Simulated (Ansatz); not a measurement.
# CH9BN2: a nudged elastic band in two tries

The task is a band of images between two relaxed ends.

All numbers below are computed with Ansatz 0.2.0 (RKS B3LYP-D4/6-31G*).

**1. Starting point**

Bond lengths: B1–H2 1.219 Å, B1–N3 1.501 Å, N3–H4 1.014 Å, N3–H5 1.014 Å, B1–H6 1.218 Å, B1–N7 1.704 Å, N7–H8 1.021 Å, N7–C9 1.480 Å, C9–H10 1.092 Å, C9–H11 1.095 Å, C9–H12 1.091 Å, N7–H13 1.021 Å. Angles (14 of 21 angles, heavy atoms first): N3–B1–N7 105.1°, B1–N7–C9 113.4°, H2–B1–N3 115.5°, H2–B1–N7 101.6°, N3–B1–H6 115.7°, H6–B1–N7 102.3°, B1–N3–H4 114.5°, B1–N3–H5 114.6°, B1–N7–H8 105.9°, B1–N7–H13 109.5°, H8–N7–C9 109.4°, C9–N7–H13 111.0°, N7–C9–H10 108.2°, N7–C9–H11 112.2°.

As a file:

```xyz
13

B     0.1155    0.1568    0.0032
H     0.1251   -0.6371    0.9276
N     1.4276    0.3442   -0.7015
H     2.1636   -0.2814   -0.3933
H     1.3775    0.2814   -1.7120
H    -0.8635    0.0691   -0.7159
N    -0.1644    1.6274    0.8174
H     0.6414    1.7655    1.4290
C    -0.2970    2.7870   -0.0918
H    -1.1828    2.6347   -0.7116
H    -0.3804    3.7327    0.4536
H     0.5895    2.7912   -0.7287
H    -0.9867    1.5354    1.4154
```

**2. The run**

The input, input.yaml:

```yaml
crystal:
  periodic: [false, false, false]
  atoms:
    - { symbol: B, position_ang: [0.115526, 0.156765, 0.003197] }
    - { symbol: H, position_ang: [0.125082, -0.637129, 0.927606] }
    - { symbol: "N", position_ang: [1.427553, 0.344191, -0.701502] }
    - { symbol: H, position_ang: [2.163638, -0.281365, -0.393311] }
    - { symbol: H, position_ang: [1.377456, 0.281427, -1.712017] }
    - { symbol: H, position_ang: [-0.863504, 0.069093, -0.715909] }
    - { symbol: "N", position_ang: [-0.16439, 1.627403, 0.81743] }
    - { symbol: H, position_ang: [0.641405, 1.765464, 1.428979] }
    - { symbol: C, position_ang: [-0.296973, 2.787017, -0.091839] }
    - { symbol: H, position_ang: [-1.18283, 2.634702, -0.71163] }
    - { symbol: H, position_ang: [-0.380364, 3.732708, 0.453611] }
    - { symbol: H, position_ang: [0.589472, 2.791167, -0.72865] }
    - { symbol: H, position_ang: [-0.986671, 1.535358, 1.415433] }
basis:
  gaussian: { orbitals: "6-31G*" }
hamiltonian:
  xc: b3lyp
  dispersion: d4
neb:
  order_check: false
  images: 0
  f_tol: 0.05
  max_iterations: 8
  spring: { min: 2.0, max: 10.0 }
  final_atoms:
    - { symbol: B, position_ang: [0.47818354, 0.70155005, -0.91338] }
    - { symbol: H, position_ang: [-0.82745873, 0.42395602, 2.76056759] }
    - { symbol: "N", position_ang: [1.50132204, -0.2770444, -0.86730391] }
    - { symbol: H, position_ang: [1.5020114, -1.07299417, -1.48593102] }
    - { symbol: H, position_ang: [2.26783722, -0.27901125, -0.20866324] }
    - { symbol: H, position_ang: [-0.39058808, 0.58648872, -1.73281526] }
    - { symbol: "N", position_ang: [0.43574619, 1.81159046, -0.03352803] }
    - { symbol: H, position_ang: [1.17260969, 1.9469804, 0.64912784] }
    - { symbol: C, position_ang: [-0.546683, 2.87834699, -0.05477219] }
    - { symbol: H, position_ang: [-1.3064022, 2.64523491, -0.80667904] }
    - { symbol: H, position_ang: [-1.05480135, 2.98962752, 0.9144813] }
    - { symbol: H, position_ang: [-0.1016873, 3.85083739, -0.31604466] }
    - { symbol: H, position_ang: [-0.56468943, 0.60123837, 2.08633862] }
  initial_path:
    images:
      - { positions_ang: [[0.115526, 0.156765, 0.003197], [0.125082, -0.637129, 0.927606], [1.427553, 0.344191, -0.701502], [2.163638, -0.281365, -0.393311], [1.377456, 0.281427, -1.712017], [-0.863504, 0.069093, -0.715909], [-0.16439, 1.627403, 0.81743], [0.641405, 1.765464, 1.428979], [-0.296973, 2.787017, -0.091839], [-1.18283, 2.634702, -0.71163], [-0.380364, 3.732708, 0.453611], [0.589472, 2.791167, -0.72865], [-0.986671, 1.535358, 1.415433]] }
      - { positions_ang: [[0.06974597, 0.12086516, -0.0105691], [0.0726643, -0.48926831, 1.06743295], [1.39099615, 0.25109239, -0.72966791], [2.04818965, -0.45082389, -0.56926512], [1.47892538, 0.42969535, -1.54714201], [-0.92013903, 0.07441995, -0.70085099], [-0.09808871, 1.65466565, 0.76298826], [0.60477716, 1.79910245, 1.46424189], [-0.30068237, 2.8099688, -0.1259266], [-1.0352337, 2.60615687, -0.84389259], [-0.58118425, 3.6447278, 0.40044413], [0.57428884, 2.99316084, -0.62425043], [-0.7388594, 1.36303794, 1.44785552]] }
      - { positions_ang: [[0.02396595, 0.08496532, -0.02433521], [0.0202466, -0.34140763, 1.2072599], [1.35443929, 0.15799377, -0.75783382], [1.93274129, -0.62028277, -0.74521923], [1.58039477, 0.57796369, -1.38226703], [-0.97677405, 0.0797469, -0.68579298], [-0.03178742, 1.6819283, 0.70854652], [0.56814931, 1.83274091, 1.49950478], [-0.30439174, 2.8329206, -0.16001419], [-0.88763739, 2.57761174, -0.97615518], [-0.78200449, 3.5567476, 0.34727726], [0.55910569, 3.19515469, -0.51985086], [-0.49104781, 1.19071788, 1.48027803]] }
      - { positions_ang: [[-0.02181408, 0.04906549, -0.03810131], [-0.0321711, -0.19354694, 1.34708685], [1.31788244, 0.06489516, -0.78599972], [1.81729294, -0.78974166, -0.92117335], [1.68186415, 0.72623204, -1.21739204], [-1.03340908, 0.08507385, -0.67073497], [0.03451387, 1.70919095, 0.65410478], [0.53152147, 1.86637936, 1.53476767], [-0.30810111, 2.8558724, -0.19410179], [-0.74004109, 2.54906661, -1.10841777], [-0.98282474, 3.4687674, 0.2941104], [0.54392253, 3.39714853, -0.4154513], [-0.24323621, 1.01839782, 1.51270055]] }
      - { positions_ang: [[-0.0675941, 0.01316565, -0.05186742], [-0.0845888, -0.04568625, 1.4869138], [1.28132558, -0.02820346, -0.81416563], [1.70184459, -0.95920055, -1.09712747], [1.78333354, 0.87450038, -1.05251705], [-1.09004411, 0.0904008, -0.65567696], [0.10081516, 1.7364536, 0.59966304], [0.49489363, 1.90001781, 1.57003056], [-0.31181048, 2.8788242, -0.22818938], [-0.59244479, 2.52052148, -1.24068036], [-1.18364498, 3.38078719, 0.24094353], [0.52873938, 3.59914237, -0.31105173], [0.00457539, 0.84607775, 1.54512307]] }
      - { positions_ang: [[0.06885031, 0.18526175, -0.26724556], [-0.27030628, 0.07172432, 1.80532725], [1.3363247, -0.09041369, -0.8274502], [1.65188629, -0.98764895, -1.19432835], [1.90445946, 0.58612247, -0.8415536], [-0.9151801, 0.21442278, -0.92496154], [0.18454792, 1.75523782, 0.44136528], [0.66432264, 1.91175846, 1.33980488], [-0.37052861, 2.8787049, -0.18483509], [-0.77093414, 2.55169984, -1.13218003], [-1.15143408, 3.28299728, 0.40932797], [0.37113271, 3.66206613, -0.31229996], [-0.13774082, 0.78486791, 1.68042695]] }
      - { positions_ang: [[0.20529472, 0.35735785, -0.48262371], [-0.45602376, 0.18913489, 2.1237407], [1.39132381, -0.15262393, -0.84073477], [1.60192799, -1.01609736, -1.29152924], [2.02558538, 0.29774456, -0.63059014], [-0.74031609, 0.33844476, -1.19424611], [0.26828067, 1.77402203, 0.28306751], [0.83375166, 1.92349911, 1.1095792], [-0.42924674, 2.87858559, -0.14148079], [-0.94942349, 2.5828782, -1.0236797], [-1.11922317, 3.18520736, 0.57771241], [0.21352604, 3.72498988, -0.31354819], [-0.28005702, 0.72365806, 1.81573084]] }
      - { positions_ang: [[0.34173913, 0.52945395, -0.69800185], [-0.64174124, 0.30654545, 2.44215414], [1.44632292, -0.21483417, -0.85401934], [1.55196969, -1.04454577, -1.38873013], [2.1467113, 0.00936666, -0.41962669], [-0.56545209, 0.46246674, -1.46353069], [0.35201343, 1.79280625, 0.12476974], [1.00318068, 1.93523975, 0.87935352], [-0.48796487, 2.87846629, -0.09812649], [-1.12791285, 2.61405655, -0.91517937], [-1.08701226, 3.08741744, 0.74609685], [0.05591937, 3.78791364, -0.31479643], [-0.42237323, 0.66244822, 1.95103473]] }
      - { positions_ang: [[0.47818354, 0.70155005, -0.91338], [-0.82745873, 0.42395602, 2.76056759], [1.50132204, -0.2770444, -0.86730391], [1.5020114, -1.07299417, -1.48593102], [2.26783722, -0.27901125, -0.20866324], [-0.39058808, 0.58648872, -1.73281526], [0.43574619, 1.81159046, -0.03352803], [1.17260969, 1.9469804, 0.64912784], [-0.546683, 2.87834699, -0.05477219], [-1.3064022, 2.64523491, -0.80667904], [-1.05480135, 2.98962752, 0.9144813], [-0.1016873, 3.85083739, -0.31604466], [-0.56468943, 0.60123837, 2.08633862]] }
```

The run is started by

```console
$ ansatz run input.yaml --threads 1 --pin off --max-ram 2048MiB --backend cpu --events-out ev --progress --plain --runs-dir out
```

**Question.** What will these runs give? Wanted: first try.

**Answer**, as computed:

| quantity | value |
| --- | --- |
| first try | refused |
| cause | the band is given no inner image |

The fault in the first input was caught at the input check and cost nothing.
